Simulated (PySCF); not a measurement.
# Lu(49+), Lu(50+): ionisation energy in even-tempered 17s12p7d4f3g

Aim: the ionisation energy of lutetium from differences of total energies, at each level of theory, and how far each lands from the tabulated value where there is one.

Method: unrestricted determinants in a Gaussian basis, no spin-orbit coupling in the energies. Code: PySCF 2.14.0.

## 1. The system

* Element: lutetium (Z = 71)
* Basis: an even-tempered Gaussian basis (17 s from 11 bohr⁻², ratio 2.5; 12 p from 15 bohr⁻², ratio 2.5; 7 d from 15 bohr⁻², ratio 2.5; 4 f from 54 bohr⁻², ratio 2.7; 3 g from 81 bohr⁻², ratio 2.7)
* Hamiltonian: the spin-free X2C one-electron Hamiltonian (Gaussian nucleus)
* State 1: Lu(49+): [Ar] 3d4, high-spin 5D determinant
* State 2: Lu(50+): [Ar] 3d3, high-spin 4F determinant
* Methods: UHF, LDA, PBE, PBE0, r2SCAN, TPSSh, B97-3, MP2
* Core shells frozen in the correlated runs: outer shells: [Ne] (for Lu(49+))

The outer shells:

Lu49+ [Ar] 3d4
```
[Ar] core
3d [↑ ][↑ ][↑ ][↑ ][  ]
```

Lu50+ [Ar] 3d3
```
[Ar] core
3d [↑ ][↑ ][↑ ][  ][  ]
```

The runs were made by one driver on top of PySCF. The scripts below sum up each run's settings (the driver also hands on starting orbitals that pick excited configurations, and frozen orbitals as a list rather than a count), and the logs come from the driver's own runs. The driver starts from symmetry-adapted Hartree-Fock orbitals, holds the occupation by maximum overlap and uses a logarithmic radial grid for functionals, so a plain start would take other cycles.

The integrals over 143 functions and the set-up took 1.2 s of CPU time.

## 2. Lu(49+)

#### UHF

Contents of input.py:

```python
from pyscf import gto, scf, dft, mp, cc
mol = gto.M(atom="Lu 0 0 0", charge=49, spin=4, symmetry="D2h",
            basis=gto.etbs([(0, 17, 11, 2.5), (1, 12, 15, 2.5), (2, 7, 15, 2.5), (3, 4, 54, 2.7), (4, 3, 81, 2.7)]),
            nucmod="G")
mf = scf.UHF(mol).sfx2c1e()
mf.irrep_nelec = {'Ag': (4, 3), 'B1g': (1, 0), 'B2g': (1, 0), 'B3g': (1, 0), 'B1u': (2, 2), 'B2u': (2, 2), 'B3u': (2, 2)}
mf.kernel()
```

What it wrote:

```text
damping factor = 0
level_shift factor = 0
DIIS = <class 'pyscf.scf.diis.CDIIS'>
diis_start_cycle = 1
diis_space = 10
diis_damp = 0
SCF conv_tol = 1e-09
SCF conv_tol_grad = None
number electrons alpha = 13  beta = 9
cycle= 1 E= -12461.2594721433  delta_E= -0.0087  |g|= 0.0513  |ddm|= 0.0135
cycle= 2 E= -12461.2595111251  delta_E= -3.9e-05  |g|= 0.00499  |ddm|= 0.00133
cycle= 3 E= -12461.2595117057  delta_E= -5.81e-07  |g|= 0.000262  |ddm|= 0.00019
cycle= 4 E= -12461.2595117073  delta_E= -1.62e-09  |g|= 1.43e-06  |ddm|= 1.06e-05
cycle= 5 E= -12461.2595117073  delta_E= -9.09e-12  |g|= 6.72e-08  |ddm|= 1.7e-08
converged SCF energy = -12461.2595117073  <S^2> = 6.0001596  2S+1 = 5.0000638
```

It used 13 s of CPU time after the integrals (shared host).

The occupied shells:

| shell | electrons | mean orbital energy (eV) | spread (eV) | rms radius (bohr) |
| --- | --- | --- | --- | --- |
| 1s α | 1 | -66702.8 | 0 | 0.0219 |
| 1s β | 1 | -66702.1 | 0 | 0.0219 |
| 2s α | 1 | -13960.2 | 0 | 0.0878 |
| 2s β | 1 | -13924.7 | 0 | 0.0878 |
| 2p α | 3 | -12674.2 | 2.079 | 0.0794 |
| 2p β | 3 | -12638.2 | 8.826 | 0.0794 |
| 3s α | 1 | -5200.5 | 0 | 0.216 |
| 3s β | 1 | -5160.0 | 0 | 0.216 |
| 3p α | 3 | -4803.9 | 4.547 | 0.214 |
| 3p β | 3 | -4753.6 | 10.803 | 0.214 |
| 3d α | 4 | -4385.2 | 11.124 | 0.191 |

⟨S²⟩ = 6.000, ⟨L²⟩ = 6.00.

Spin-orbit constants on these orbitals (cm⁻¹; bare nucleus, screened nucleus, mean field): 3d 226900, 194900, 193000. To first order in LS coupling the lowest level has J = 0 and lies 35.9 eV below the centre of the term.

Spin-orbit coupling is strong in this species (close to jj coupling), so the high-spin LS determinant is a model state, not a physical level.

#### LDA

input.py differs from the last one in:

```diff
@@ -4,3 +4,3 @@
             nucmod="G")
-mf = scf.UHF(mol).sfx2c1e()
+mf = dft.UKS(mol, xc="LDA,VWN").sfx2c1e()
 mf.irrep_nelec = {'Ag': (4, 3), 'B1g': (1, 0), 'B2g': (1, 0), 'B3g': (1, 0), 'B1u': (2, 2), 'B2u': (2, 2), 'B3u': (2, 2)}
```

What it wrote:

```text
damping factor = 0
level_shift factor = 0
DIIS = <class 'pyscf.scf.diis.CDIIS'>
diis_start_cycle = 1
diis_space = 10
diis_damp = 0
SCF conv_tol = 1e-09
SCF conv_tol_grad = None
number electrons alpha = 13  beta = 9
XC functionals = LDA,VWN
    P. A. M. Dirac.,  Math. Proc. Cambridge Philos. Soc. 26, 376 (1930)
    F. Bloch.,  Z. Phys. 57, 545 (1929)
    S. H. Vosko, L. Wilk, and M. Nusair.,  Can. J. Phys. 58, 1200 (1980)
cycle= 1 E= -12452.6278483579  delta_E= -0.0282  |g|= 0.0853  |ddm|= 0.0435
cycle= 2 E= -12452.6278635884  delta_E= -1.52e-05  |g|= 0.00548  |ddm|= 0.000795
cycle= 3 E= -12452.6278636887  delta_E= -1e-07  |g|= 0.000274  |ddm|= 7.51e-05
cycle= 4 E= -12452.6278636891  delta_E= -3.75e-10  |g|= 4.36e-06  |ddm|= 5.07e-06
converged SCF energy = -12452.6278636891  <S^2> = 6.0000375  2S+1 = 5.000015
```

CPU time 1.4 s on a shared host, the integrals not counted.

#### PBE

input.py differs from the last one in:

```diff
@@ -4,3 +4,3 @@
             nucmod="G")
-mf = dft.UKS(mol, xc="LDA,VWN").sfx2c1e()
+mf = dft.UKS(mol, xc="PBE").sfx2c1e()
 mf.irrep_nelec = {'Ag': (4, 3), 'B1g': (1, 0), 'B2g': (1, 0), 'B3g': (1, 0), 'B1u': (2, 2), 'B2u': (2, 2), 'B3u': (2, 2)}
```

What it wrote:

```text
damping factor = 0
level_shift factor = 0
DIIS = <class 'pyscf.scf.diis.CDIIS'>
diis_start_cycle = 1
diis_space = 10
diis_damp = 0
SCF conv_tol = 1e-09
SCF conv_tol_grad = None
number electrons alpha = 13  beta = 9
XC functionals = PBE
    J. P. Perdew, K. Burke, and M. Ernzerhof.,  Phys. Rev. Lett. 77, 3865 (1996)
    J. P. Perdew, K. Burke, and M. Ernzerhof.,  Phys. Rev. Lett. 78, 1396 (1997)
    J. P. Perdew, K. Burke, and M. Ernzerhof.,  Phys. Rev. Lett. 77, 3865 (1996)
    J. P. Perdew, K. Burke, and M. Ernzerhof.,  Phys. Rev. Lett. 78, 1396 (1997)
cycle= 1 E= -12462.7673051144  delta_E= -0.0207  |g|= 0.0414  |ddm|= 0.0336
cycle= 2 E= -12462.7673122861  delta_E= -7.17e-06  |g|= 0.00147  |ddm|= 0.000473
cycle= 3 E= -12462.7673122981  delta_E= -1.2e-08  |g|= 2.46e-05  |ddm|= 2.15e-05
cycle= 4 E= -12462.7673122981  delta_E= -1.82e-12  |g|= 1.77e-06  |ddm|= 3.33e-07
converged SCF energy = -12462.7673122981  <S^2> = 6.0000463  2S+1 = 5.0000185
```

CPU time 1.9 s on a shared host, the integrals not counted.

#### PBE0

input.py differs from the last one in:

```diff
@@ -4,3 +4,3 @@
             nucmod="G")
-mf = dft.UKS(mol, xc="PBE").sfx2c1e()
+mf = dft.UKS(mol, xc="PBE0").sfx2c1e()
 mf.irrep_nelec = {'Ag': (4, 3), 'B1g': (1, 0), 'B2g': (1, 0), 'B3g': (1, 0), 'B1u': (2, 2), 'B2u': (2, 2), 'B3u': (2, 2)}
```

What it wrote:

```text
damping factor = 0
level_shift factor = 0
DIIS = <class 'pyscf.scf.diis.CDIIS'>
diis_start_cycle = 1
diis_space = 10
diis_damp = 0
SCF conv_tol = 1e-09
SCF conv_tol_grad = None
number electrons alpha = 13  beta = 9
XC functionals = PBE0
    C. Adamo and V. Barone.,  J. Chem. Phys. 110, 6158 (1999)
    M. Ernzerhof and G. E. Scuseria.,  J. Chem. Phys. 110, 5029 (1999)
cycle= 1 E= -12462.6707677781  delta_E= -0.014  |g|= 0.0376  |ddm|= 0.0261
cycle= 2 E= -12462.6707736101  delta_E= -5.83e-06  |g|= 0.000805  |ddm|= 0.000472
cycle= 3 E= -12462.6707736181  delta_E= -7.98e-09  |g|= 4.68e-05  |ddm|= 2.24e-05
cycle= 4 E= -12462.6707736181  delta_E= -1.64e-11  |g|= 2.16e-06  |ddm|= 9.37e-07
converged SCF energy = -12462.6707736181  <S^2> = 6.0000667  2S+1 = 5.0000267
```

It used 3.4 s of CPU time after the integrals (shared host).

#### r2SCAN

input.py differs from the last one in:

```diff
@@ -4,3 +4,3 @@
             nucmod="G")
-mf = dft.UKS(mol, xc="PBE0").sfx2c1e()
+mf = dft.UKS(mol, xc="R2SCAN").sfx2c1e()
 mf.irrep_nelec = {'Ag': (4, 3), 'B1g': (1, 0), 'B2g': (1, 0), 'B3g': (1, 0), 'B1u': (2, 2), 'B2u': (2, 2), 'B3u': (2, 2)}
```

What it wrote:

```text
damping factor = 0
level_shift factor = 0
DIIS = <class 'pyscf.scf.diis.CDIIS'>
diis_start_cycle = 1
diis_space = 10
diis_damp = 0
SCF conv_tol = 1e-09
SCF conv_tol_grad = None
number electrons alpha = 13  beta = 9
XC functionals = R2SCAN
    J. W. Furness, A. D. Kaplan, J. Ning, J. P. Perdew, and J. Sun.,  J. Phys. Chem. Lett. 11, 8208-8215 (2020)
    J. W. Furness, A. D. Kaplan, J. Ning, J. P. Perdew, and J. Sun.,  J. Phys. Chem. Lett. 11, 9248-9248 (2020)
    J. W. Furness, A. D. Kaplan, J. Ning, J. P. Perdew, and J. Sun.,  J. Phys. Chem. Lett. 11, 8208-8215 (2020)
    J. W. Furness, A. D. Kaplan, J. Ning, J. P. Perdew, and J. Sun.,  J. Phys. Chem. Lett. 11, 9248-9248 (2020)
cycle= 1 E= -12463.1036261457  delta_E= -0.0138  |g|= 0.0407  |ddm|= 0.0241
cycle= 2 E= -12463.1036316511  delta_E= -5.51e-06  |g|= 0.00103  |ddm|= 0.000415
cycle= 3 E= -12463.1036316571  delta_E= -6.06e-09  |g|= 4.4e-05  |ddm|= 1.73e-05
cycle= 4 E= -12463.1036316571  delta_E= -1.27e-11  |g|= 2.49e-06  |ddm|= 6.1e-07
converged SCF energy = -12463.1036316571  <S^2> = 6.0000898  2S+1 = 5.0000359
```

CPU time 4.3 s on a shared host, the integrals not counted.

#### TPSSh

input.py differs from the last one in:

```diff
@@ -4,3 +4,3 @@
             nucmod="G")
-mf = dft.UKS(mol, xc="R2SCAN").sfx2c1e()
+mf = dft.UKS(mol, xc="TPSSH").sfx2c1e()
 mf.irrep_nelec = {'Ag': (4, 3), 'B1g': (1, 0), 'B2g': (1, 0), 'B3g': (1, 0), 'B1u': (2, 2), 'B2u': (2, 2), 'B3u': (2, 2)}
```

What it wrote:

```text
damping factor = 0
level_shift factor = 0
DIIS = <class 'pyscf.scf.diis.CDIIS'>
diis_start_cycle = 1
diis_space = 10
diis_damp = 0
SCF conv_tol = 1e-09
SCF conv_tol_grad = None
number electrons alpha = 13  beta = 9
XC functionals = TPSSH
    V. N. Staroverov, G. E. Scuseria, J. Tao, and J. P. Perdew.,  J. Chem. Phys. 119, 12129 (2003)
cycle= 1 E= -12463.0414623955  delta_E= -0.0125  |g|= 0.0402  |ddm|= 0.0266
cycle= 2 E= -12463.0414680398  delta_E= -5.64e-06  |g|= 0.00115  |ddm|= 0.000376
cycle= 3 E= -12463.0414680477  delta_E= -7.91e-09  |g|= 6.77e-05  |ddm|= 2e-05
cycle= 4 E= -12463.0414680477  delta_E= -3.64e-11  |g|= 4.6e-06  |ddm|= 1.18e-06
converged SCF energy = -12463.0414680477  <S^2> = 6.0000628  2S+1 = 5.0000251
```

It used 6 s of CPU time after the integrals (shared host).

#### B97-3

input.py differs from the last one in:

```diff
@@ -4,3 +4,3 @@
             nucmod="G")
-mf = dft.UKS(mol, xc="TPSSH").sfx2c1e()
+mf = dft.UKS(mol, xc="HYB_GGA_XC_B97_3").sfx2c1e()
 mf.irrep_nelec = {'Ag': (4, 3), 'B1g': (1, 0), 'B2g': (1, 0), 'B3g': (1, 0), 'B1u': (2, 2), 'B2u': (2, 2), 'B3u': (2, 2)}
```

What it wrote:

```text
damping factor = 0
level_shift factor = 0
DIIS = <class 'pyscf.scf.diis.CDIIS'>
diis_start_cycle = 1
diis_space = 10
diis_damp = 0
SCF conv_tol = 1e-09
SCF conv_tol_grad = None
number electrons alpha = 13  beta = 9
XC functionals = HYB_GGA_XC_B97_3
    T. W. Keal and D. J. Tozer.,  J. Chem. Phys. 123, 121103 (2005)
cycle= 1 E= -12462.4667181518  delta_E= -0.013  |g|= 0.0456  |ddm|= 0.0246
cycle= 2 E= -12462.4667239103  delta_E= -5.76e-06  |g|= 0.000809  |ddm|= 0.000496
cycle= 3 E= -12462.4667239187  delta_E= -8.34e-09  |g|= 4.7e-05  |ddm|= 2.33e-05
cycle= 4 E= -12462.4667239187  delta_E= -1.82e-11  |g|= 2.38e-06  |ddm|= 9.82e-07
converged SCF energy = -12462.4667239187  <S^2> = 6.0000717  2S+1 = 5.0000287
```

CPU time 3.5 s on a shared host, the integrals not counted.

#### MP2 (outer shells)

input.py differs from the last one in:

```diff
@@ -4,4 +4,5 @@
             nucmod="G")
-mf = dft.UKS(mol, xc="HYB_GGA_XC_B97_3").sfx2c1e()
+mf = scf.UHF(mol).sfx2c1e()
 mf.irrep_nelec = {'Ag': (4, 3), 'B1g': (1, 0), 'B2g': (1, 0), 'B3g': (1, 0), 'B1u': (2, 2), 'B2u': (2, 2), 'B3u': (2, 2)}
 mf.kernel()
+mp.UMP2(mf, frozen=5).kernel()
```

No log was kept for this step.

CPU time 2.3 s on a shared host, the integrals not counted.

With 12 electrons correlated, the MP2 correlation energy is -0.49406 hartree (-0.16703 same spin, -0.32703 opposite spin); the SCS form gives -0.44811. Largest pairs of shells: 3p-3d -0.1915, 3p-3p -0.1689, 3s-3p -0.0492, 3d-3d -0.0441, 3s-3d -0.0325.

Radial density 4πr²ρ of Lu(49+) at UHF, without picture-change correction:

| r (bohr) | density | spin density |
| --- | --- | --- |
| 0.000426 | 3.07 | 0.000 |
| 0.000716 | 6.45 | 0.000 |
| 0.00120 | 13.1 | 0.000 |
| 0.00203 | 25.5 | -0.001 |
| 0.00341 | 46.3 | -0.002 |
| 0.00573 | 73.9 | -0.002 |
| 0.00965 | 96.3 | -0.002 |
| 0.0162 | 94.2 | 0.011 |
| 0.0273 | 84.5 | 0.179 |
| 0.0459 | 115 | 1.686 |
| 0.0772 | 103 | 9.430 |
| 0.130 | 66.9 | 23.481 |
| 0.218 | 60.3 | 15.547 |
| 0.367 | 5.00 | 1.105 |
| 0.618 | 0.0151 | 0.004 |

(Part 1 of 2 ends here.)
